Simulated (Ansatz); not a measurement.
# C₂H₆ClNSi: how energies converge with the basis set

How large a basis does C₂H₆ClNSi need? Two functionals are run in growing sets.

Program: Ansatz 0.2.0, Gaussian basis. Level of theory: one geometry, several basis sets. These are calculated values, not measurements.

Plan: PBE0-D4/def2-SVP; ωB97M-V/def2-SVP; PBE0-D4/def2-QZVPP; ωB97M-V/def2-QZVPP; the functionals' def2-TZVPP values are taken from earlier runs.

## Step 1: The relaxed structure

An earlier PBE0-D4 in a triple-zeta def2 set relaxation fixed the geometry.

SMILES `C[SiH2]C(=N)Cl`, 11 atoms, charge 0, spin multiplicity 1.

Atoms are counted from 1 here; the program's logs count them from 0.

Bond lengths: C1–Si2 1.858 Å, C1–H6 1.092 Å, C1–H7 1.092 Å, C1–H8 1.092 Å, Si2–C3 1.897 Å, Si2–H9 1.485 Å, Si2–H10 1.485 Å, C3–N4 1.249 Å, C3–Cl5 1.785 Å, N4–H11 1.020 Å. Angles: Si2–C1–H6 110.7°, Si2–C1–H7 110.4°, Si2–C1–H8 110.4°, H6–C1–H7 108.6°, H6–C1–H8 108.6°, H7–C1–H8 108.0°, C1–Si2–C3 109.4°, C1–Si2–H9 112.7°, C1–Si2–H10 112.7°, C3–Si2–H9 106.4°, C3–Si2–H10 106.4°, H9–Si2–H10 108.8°, Si2–C3–N4 123.7°, Si2–C3–Cl5 113.5°, N4–C3–Cl5 122.8°, C3–N4–H11 114.3°.

## Step 2: PBE0-D4 in def2-SVP

in.yaml reads:

```yaml
crystal:
  periodic: [false, false, false]
  atoms:
    - {symbol: C, position_ang: [-1.168381, 0.437227, 1.130895]}
    - {symbol: Si, position_ang: [-0.086014, 0.817318, -0.330913]}
    - {symbol: C, position_ang: [0.969663, -0.703707, -0.744897]}
    - {symbol: N, position_ang: [0.915914, -1.778460, -0.111105]}
    - {symbol: Cl, position_ang: [2.058655, -0.456130, -2.137881]}
    - {symbol: H, position_ang: [-1.787996, 1.299607, 1.387474]}
    - {symbol: H, position_ang: [-0.559217, 0.175505, 1.998088]}
    - {symbol: H, position_ang: [-1.822350, -0.408627, 0.910776]}
    - {symbol: H, position_ang: [0.863521, 1.928834, -0.068465]}
    - {symbol: H, position_ang: [-0.865265, 1.133155, -1.555266]}
    - {symbol: H, position_ang: [1.546573, -2.501620, -0.458005]}
basis:
  gaussian: {orbitals: def2-SVP}
hamiltonian: {xc: pbe0, dispersion: d4}
output: {orbitals: {seedname: orbitals}}
```

On the command line:

```sh
$ ansatz run in.yaml --threads 4 --pin off --events-out ev --progress --plain --max-ram 10444MiB
```

Further steps of the session: ωB97M-V in def2-SVP; PBE0-D4 in def2-QZVPP; ωB97M-V in def2-QZVPP.

**Question.** What will the summary of the whole plan be? Wanted: PBE0-D4: double and triple zeta above quadruple; ωB97M-V: double and triple zeta above quadruple.

As calculated:

| quantity | value |
| --- | --- |
| PBE0-D4: double and triple zeta above quadruple | 12.10, 0.84 eV |
| ωB97M-V: double and triple zeta above quadruple | 12.22, 0.79 eV |

In words: For PBE0-D4 the step from double to triple zeta gains 11.26 eV and the next only 0.84 eV. Total energies overstate the basis error of differences, where much of it tends to cancel.
